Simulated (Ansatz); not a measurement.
# In3Se (Pm-3m) in Ansatz: notebook

Runs on In3Se. Level: PBEsol. Tasks: density of states, phonons.

Program: Ansatz 0.2.0. These are calculated values, not measurements. Logs are shortened: lines on timing, memory, paths and dates and some standing lists are left out, and cuts for length are marked.

## Step 1: The crystal as given

Symmetry: Pm-3m, No. 221, cubic system. The conventional cell has a = 4.804 Å, b = 4.804 Å, c = 4.804 Å, α = 90.00°, β = 90.00°, γ = 90.00°. Around In (site symmetry 4/mmm) lie 8 In at 3.40 Å and 4 Se at 3.40 Å. Se (site symmetry m-3m) has 12 In at 3.40 Å as nearest neighbours.

The cell comes from a database or a generator and needn't be the stable form of this composition.

## Step 2: Density of states, PBEsol

Contents of input.yaml:

```yaml
crystal:
  lattice:
    - [4.803758, 0.0, 0.0]
    - [0.0, 4.803758, 0.0]
    - [0.0, 0.0, 4.803758]
  atoms:
    - { symbol: In, position: [0.5, 0.5, 0.0] }
    - { symbol: In, position: [0.5, 0.0, 0.5] }
    - { symbol: In, position: [0.0, 0.5, 0.5] }
    - { symbol: Se, position: [0.0, 0.0, 0.0] }
kpoints:
  mp_grid: { grid: [6, 6, 6] }
scf:
  occupations: { method: fermi_dirac, width: 0.05 }
hamiltonian:
  xc: pbesol
  pseudopotentials: { kind: all_electron, datasets: crystal }
output:
  forces: true
  stress: true
  eigenvalues: true
  dos: { projected: false, de: 0.1, e_range: [-14, 10] }
```

Potentials or basis: all-electron PAW datasets made for the crystal.

On the command line:

```
ansatz run input.yaml --threads 2 --pin off --max-ram 8192MiB --backend cpu --events-out ev --progress --plain --runs-dir out
```

Log:

```text
Warning: RAYON_NUM_THREADS=2 ignored (pool sized by the plan → 2); use --threads N
hamiltonian.pseudopotentials.datasets: crystal makes datasets for this crystal and solves the spheres of its atoms anew in each pass: cutoff 240.0 eV, the density's 960.0 eV; for an error of 0.50 meV an atom under PBE, 2.0 meV for the cell; an energy difference from a run of another recipe may be off by several times the error for the cell, under r2SCAN by more, where some 0.1 meV an atom stays at smaller errors; Se in spheres of 1.376 Å, 6 of its electrons in bands; In in spheres of 1.376 Å, 13 of its electrons in bands
Engine: ansatz 0.2.0, aarch64-unknown-linux-gnu
Pseudopotentials: kind: all_electron
Pseudopotential: In, paw, valence charge 13, recommended cutoff 240 eV (normal), crystal/all_electron/pbesol/scalar/gaussian/In, Koelling and Harmon's equation, gaussian nucleus
Pseudopotential: Se, paw, valence charge 6, recommended cutoff 240 eV (normal), crystal/all_electron/pbesol/scalar/gaussian/Se, Koelling and Harmon's equation, gaussian nucleus
Functional definition: PBEsol
  exchange = pbesol_x
  correlation = pbesol_c
Crystal: 4 atoms, lattice volume = 110.852 Å³
Basis set: ecut = 240 eV, 925 PW (Γ), exchange–correlation on 50×50×50 points (8 copies of the dense FFT grid, shifted against one another)
Bands: 27, of which v1, the nominal top of the filled ones, is band 23 counted from 1 (22 counted from 0)
Symmetry: 48 space group operations
Space group: Pm-3m (ITA 221), of the structure as read, at distance tolerance 4.8e-5 Å
k-points: 20 of 216
Non-local potential: In, projectors of the file, l = 0: 1, l = 1: 1, l = 2: 2
Non-local potential: Se, projectors of the file, l = 0: 1, l = 1: 1
PAW form: soft (Blöchl's): semilocal exchange-correlation on the pseudo side does not see the compensation charge
PAW one-centre angular grid: In, 590 points (default); XC on its mesh's 1869 points in the sphere
PAW one-centre angular grid: Se, 110 points (default); XC on its mesh's 1903 points in the sphere
Initial density: superposition of atomic densities (neutral atoms: chi_scale 0, normalization atom)
Initial wavefunctions: pseudopotential atomic-orbital guess
Functional: x = pbesol(κ = 0.804, μ = 0.12345679012345678), c = pbesol(β = 0.046)
iter 1 solved again at ethr=2.78e-3 eV; its pass at ethr=1.00e-1 eV (dr2=1.25e0 eV) is discarded
SCF iter   1: F=—  HF=-546002.189392 eV  |F-HF|=—  |Δ(HF+E_count)|=         —  Δρ=1.79e-2  dr2=1.15e0  ethr=2.78e-3  ⟨swp⟩=3.5  Hψ=2603  notcnv=0
preconditioner: auto → Resta (q_TF=auto, 2.348 Å⁻¹)  ε∞=4.4  [insulator: Δε(μ)=0.160 eV  Ē_g=12.876 eV  σ=0.050 eV  W_gap=0.63  n_scr=26 (ndim 8)  ℏωp=23.7 eV  f_vac=0.000  D(μ)=1.67/eV (n_scr^D=6)  ε∞_Penn≈4.4]
SCF iter   2: F=—  HF=-546001.889460 eV  |F-HF|=—  |Δ(HF+E_count)|=   3.00e-1  Δρ=7.59e-3  dr2=1.33e-1  ethr=2.57e-3  ⟨swp⟩=3.0  Hψ=1188  notcnv=0
SCF iter   3: F=—  HF=-546001.843107 eV  |F-HF|=—  |Δ(HF+E_count)|=   4.64e-2  Δρ=3.81e-3  dr2=2.27e-2  ethr=2.95e-4  ⟨swp⟩=3.0  Hψ=1263  notcnv=0
iter 4 solved again at ethr=1.30e-6 eV; its pass at ethr=5.05e-5 eV (dr2=5.84e-4 eV) is discarded
SCF iter   4: F=—  HF=-546001.838995 eV  |F-HF|=—  |Δ(HF+E_count)|=   4.11e-3  Δρ=6.37e-4  dr2=5.60e-4  ethr=1.30e-6  ⟨swp⟩=3.0  Hψ=2325  notcnv=0
SCF iter   5: F=—  HF=-546001.839101 eV  |F-HF|=—  |Δ(HF+E_count)|=   1.06e-4  Δρ=2.66e-4  dr2=6.23e-5  ethr=1.24e-6  ⟨swp⟩=2.8  Hψ=1035  notcnv=0
SCF iter   6: F=—  HF=-546001.839131 eV  |F-HF|=—  |Δ(HF+E_count)|=   3.00e-5  Δρ=7.70e-5  dr2=5.67e-6  ethr=1.38e-7  ⟨swp⟩=3.0  Hψ=1434  notcnv=0
SCF iter   7: F=—  HF=-546001.839126 eV  |F-HF|=—  |Δ(HF+E_count)|=   5.05e-6  Δρ=1.40e-5  dr2=1.94e-7  ethr=1.26e-8  ⟨swp⟩=3.0  Hψ=1452  notcnv=0
SCF iter   8: F=-546001.839126 eV  HF=-546001.839126 eV  |F-HF|=6.16e-8  |Δ(HF+E_count)|=   9.29e-8  Δρ=4.78e-6  dr2=4.67e-8  ethr=4.32e-10  ⟨swp⟩=3.1  Hψ=1166  notcnv=0
SCF 1 converged in 8 iterations: F = -546001.839127 eV  dr2 = 4.67e-8
  Residual-converged pass: ⟨swp⟩=3.5  Hψ=1077  notcnv=0  max |occ|·‖R‖ = 6.5e-6 eV (tolerance 6.7e-6 eV)  dr2=4.70e-8  dr2_onsite=7.63e-8  max |Δocc| = 5.7e-10
SCF converged after 8 iterations
Free energy (F): -546001.839127 eV
Harris-Foulkes:  -546001.839127 eV  (|F-HF|=6.16e-8)
Internal energy: -546001.826647 eV  (E = F + TS)
E sigma→0 (E₀):  -546001.832887 eV
Entropy (-TS):   -0.012480 eV (-3.120 meV/atom)
Past the cutoff: the bands carry plane waves up to 1.75 times it, of which those up to 1.5 times it add -0.000373 eV an atom, each by itself; the spheres take 0.000698 eV an atom off the energy for waves past 1.75 times it
By the cutoff:   a pressure is off by up to 0.009 GPa (1.2 times the spheres' own share and the shells' term, over an atom's volume, and 0.004 GPa: a bound that held against runs at twice the plane waves)
Past the cutoffs: a stress includes 0.0024 GPa for waves and charges beyond them, in addition to the slope of what the spheres take
In the spheres:  the bands' charges fall short by 1.6e-6 e at most (sound up to 1e-3)
Fermi energy:    11.293644 eV
--- Per-component energies (eV) ---
  E_band       = 1.252601
  E_kinetic    = 379.935667
  E_local      = -2895.822791  (includes V_loc(G=0)·N_el)
  E_nonlocal   = 823.223599
  E_hartree    = 1365.749194
  E_xc         = -212.565569
  E_vxc        = -253.133552  (∫ρ·V_xc dr)
  E_paw        = -550151.938579  (= ΣΔE_a)
  E_vpaw       = -9077.062862  (= ΣTr[D̂ρ^β])
  E_ewald      = -3603.014525
  E_smearing   = -0.012480  (= −TS)
  E_closure    = 8292.606357  (closes the sum)
  Σ components = -546001.839127   (vs F -546001.839127, Δ=0.00e0)
  The terms above E_closure are by the made datasets' own strengths, without shells solved beside the bands.
--- Forces (eV/Å), atoms counted from 1 ---
  atom   1  In     0.00000000    -0.00000000    -0.00000000
  atom   2  In    -0.00000000    -0.00000000     0.00000000
  atom   3  In     0.00000000     0.00000000     0.00000000
  atom   4  Se    -0.00000000    -0.00000000     0.00000000
  max |Σ_I F_I| component: 1.47e-29 eV/Å
--- Stress (GPa, compression-positive) ---
       -2.943360       0.000000       0.000000
        0.000000      -2.943360       0.000000
        0.000000       0.000000      -2.943360
  P = ⅓ Tr σ = -2.9434 GPa (-29.434 kbar)
--- Band table (eV; the first three rows and the last of 20) ---
  k-point 0: bands = ["-3.4790", "-3.4726", "-3.4726", "-3.4726", "-3.3509", "-3.3509", "-3.2194", "-3.2194", "-3.2194", "-3.1470", "-3.1470", "-3.0969", "-3.0482", "-3.0482", "-3.0482", "-1.5202", "4.0667", "7.9735", "7.9735", "7.9735", "8.9780", "8.9780", "12.3547", "12.3547", "12.3547"]
  k-point 1: bands = ["-3.4683", "-3.4558", "-3.4479", "-3.4479", "-3.3479", "-3.3349", "-3.2236", "-3.2216", "-3.2216", "-3.1627", "-3.1466", "-3.1103", "-3.0782", "-3.0782", "-3.0482", "-1.4780", "3.9982", "7.1286", "8.1299", "8.1299", "9.0870", "9.9728", "12.1579", "12.1579", "12.2455"]
  k-point 2: bands = ["-3.4594", "-3.3981", "-3.3799", "-3.3799", "-3.3402", "-3.2947", "-3.2325", "-3.2288", "-3.2288", "-3.2074", "-3.1538", "-3.1538", "-3.1489", "-3.1419", "-3.0482", "-1.3871", "3.8188", "6.4496", "8.5220", "8.5220", "9.3540", "10.3210", "11.5391", "11.5391", "13.1202"]
  k-point 19: bands = ["-3.4756", "-3.3828", "-3.3828", "-3.3828", "-3.3552", "-3.3552", "-3.3552", "-3.1856", "-3.1856", "-3.1856", "-3.1838", "-3.1838", "-3.0842", "-3.0842", "-3.0842", "-0.9366", "6.8709", "6.8709", "6.8709", "7.0684", "7.0684", "7.0684", "8.0319", "14.2244", "14.2244"]
```

dos.tsv:

```text
# E-E_F[eV]	g_bin_mean(E)[states/eV]	N(E)
# format = ansatz-dos/2
# fermi_ev = 11.293644
# fermi_mp_grid = 6 6 6
# fermi_mp_shift = 0 0 0
# levels_not_solved_further = solved_sites
# tetrahedron_fermi_ev = 11.267649
# levels_read_in_place: this table is built on the levels of the run's own state as they stand, and no solve holds the run's band table (levels_not_solved_further names the reason, in the words of bands.not_solved_further in the JSON report). Each level is converged only as far as the self-consistency loop (at a density that was read, or that a workflow's scf step handed on, the one solve at it), or a further solve at its close, took it, and the bands are not shown to hold every level, so a level may be missing and a value may be a higher level than its place says. The run's notice product_built_on_unsolved_table says the same. The notice band_table_not_solved_further in this run's record says why the table was not solved and what to do about it.
# g_bin_mean(E): the states in a bin one row spacing wide, centred on E, divided by that spacing. States that the method places at a single energy (under output.dos.method: tetrahedron, those of a tetrahedron whose four corners have one energy) are counted whole in the row whose bin holds that energy (on the edge of two bins, in the lower row). The sum of g_bin_mean over a run of rows, times the row spacing, is the number of states from half a spacing under the first of them to half a spacing over the last (a plain sum, not the trapezoid rule).
-14.000000	0.000000e0	3.000000e1
-13.900000	0.000000e0	3.000000e1
-13.800000	0.000000e0	3.000000e1
-13.700000	0.000000e0	3.000000e1
-13.600000	0.000000e0	3.000000e1
-13.500000	0.000000e0	3.000000e1
[... 233 lines left out ...]
9.900000	0.000000e0	5.400000e1
10.000000	0.000000e0	5.400000e1
```

Wall time 4.2 s (2 threads of Arm Neoverse V1, shared host); peak memory 0.48 GiB.

What came out:

| Property | Result |
| --- | --- |
| Free energy | -546001.8391 eV |
| Pressure | -2.9 GPa |
| Band gap on the k mesh | none (metal or under the smearing width) |

States per cell in windows of 1 eV (zero at the Fermi level; states under -8 eV left out):
```tsv
from (eV)	total
-8.0	1.16
-7.0	0.74
-6.0	1.83
-5.0	1.26
-4.0	1.71
-3.0	2.74
-2.0	2.67
-1.0	1.04
0.0	2.08
1.0	2.12
2.0	3.25
3.0	1.11
4.0	0.17
5.0	0.09
6.0	0.03
7.0	0.00
```

Caveat: the program warned that the printed levels may be off, so bands, gaps and densities of states are rough.

## Step 3: Phonons, PBEsol

input.yaml: that of step 2 with these lines changed.

```diff
@@ -16,7 +16,6 @@
   xc: pbesol
-  pseudopotentials: { kind: all_electron, datasets: crystal }
-output:
-  forces: true
-  stress: true
-  eigenvalues: true
-  dos: { projected: false, de: 0.1, e_range: [-14, 10] }
+  pseudopotentials: { kind: all_electron, lapw: { basis_error: 0.002 } }
+output: {}
+phonons:
+  method: fd
+  supercell: [1, 1, 1]
```

Potentials or basis: all-electron LAPW, scalar-relativistic.

On the command line:

```
ansatz run input.yaml --threads 2 --pin off --max-ram 8192MiB --backend cpu --events-out ev --progress --plain --runs-dir out
```

Log:

```text
Warning: RAYON_NUM_THREADS=2 ignored (pool sized by the plan → 2); use --threads N
LAPW: plane waves up to 6.465 Å⁻¹, error target 2.0e-3 eV per atom; small_component_spin mean_spin; Se in spheres of 1.647 Å, 24 of its electrons in bands, Dirac shells []; In in spheres of 1.647 Å, 21 of its electrons in bands, Dirac shells [] (how accurate: hamiltonian.pseudopotentials.lapw.basis_error, Limitations)
Engine: ansatz 0.2.0, aarch64-unknown-linux-gnu
Pseudopotentials: kind: all_electron
Pseudopotential: In, LAPW, valence charge 21, lapw/all_electron/scalar/gaussian/In, Koelling and Harmon's equation, gaussian nucleus
Pseudopotential: Se, LAPW, valence charge 24, lapw/all_electron/scalar/gaussian/Se, Koelling and Harmon's equation, gaussian nucleus
Functional definition: PBEsol
  exchange = pbesol_x
  correlation = pbesol_c
[... 75 lines left out ...]
  k-point 19: bands = ["-196.2797", "-135.9433", "-135.9433", "-135.9433", "-104.0829", "-104.0829", "-104.0829", "-62.6112", "-62.6112", "-62.6112", "-62.6082", "-62.6082", "-62.6082", "-62.5989", "-62.5942", "-62.5942", "-36.3691", "-36.3691", "-36.3691", "-36.3690", "-36.3690", "-3.4759", "-3.3827", "-3.3827", "-3.3827", "-3.3554", "-3.3554", "-3.3554", "-3.1853", "-3.1853", "-3.1853", "-3.1841", "-3.1841", "-3.0843", "-3.0843", "-3.0843", "-0.9365", "6.8709", "6.8709", "6.8709", "7.0685", "7.0685", "7.0685", "8.0320", "14.2244", "14.2244", "14.2244", "19.1057", "19.1782", "19.1782", "19.5206", "19.5206", "19.5206"]
--- Phonons: 2 displaced members + reference (amplitude 0.01 Å, Σ member SCF iterations 11) ---
  symmetry images taken by strict's conditions (phonons.symmetry_images: auto; settled by no image being taken that strict refuses)
  ASR residual: 1.012e-4 → 0.000e0 eV/Å²; symmetrization residual: 4.379e-4 eV/Å²
  largest component of a force at the reference: 3.3e-31 eV/Å
  ASR residual per site (eV/Å²): 1.01e-4 1.01e-4 1.01e-4 5.96e-5
  Γ frequencies (cm⁻¹): -35.00 -35.00 -35.00 0.00 0.00 0.00 26.01 26.01 26.01 85.02 85.02 85.02
  density of states and harmonic sums: on the 13×13×13 q-mesh, interpolated from the force constants of a 1×1×1 supercell (no non-analytic term)
  largest difference from the sums on the solved wave vectors: F 7.78e-1 eV, S 1.04e-3 and C_V 2.59e-4 eV/K
  zero-point energy: 0.025980 eV/cell   skipped modes (ω ≤ 0): 255, of them read as no rigid motion or as one in doubt: 252 (3.000e0 modes/cell left out, lowest -35.00 cm⁻¹)   left out of the sums: 2.50e-1 of the cell's modes: C_V's classical limit lies that fraction below 3 k_B per atom; for a crystal, a wire or a layer, F and S can be off by more, and a phonons.interpolated_qmesh denser along its periods is the remedy for the sampling
```

Wall time 60 s (2 threads of Arm Neoverse V1, shared host); peak memory 0.59 GiB.

Results:

* Free energy: -546001.8380 eV
* Band gap on the k mesh: none (metal or under the smearing width)
* Highest phonon frequency at Γ: 85 cm⁻¹
* Most unstable mode: 35i cm⁻¹

Phonon frequencies in cm⁻¹ (negative: imaginary):
```
              q point                          frequencies
(0.000, 0.000, 0.000)  -35 -35 -35 0 0 0 26 26 26 85 85 85
```

Caveat: a metal's response needs a denser mesh; some modes are imaginary.
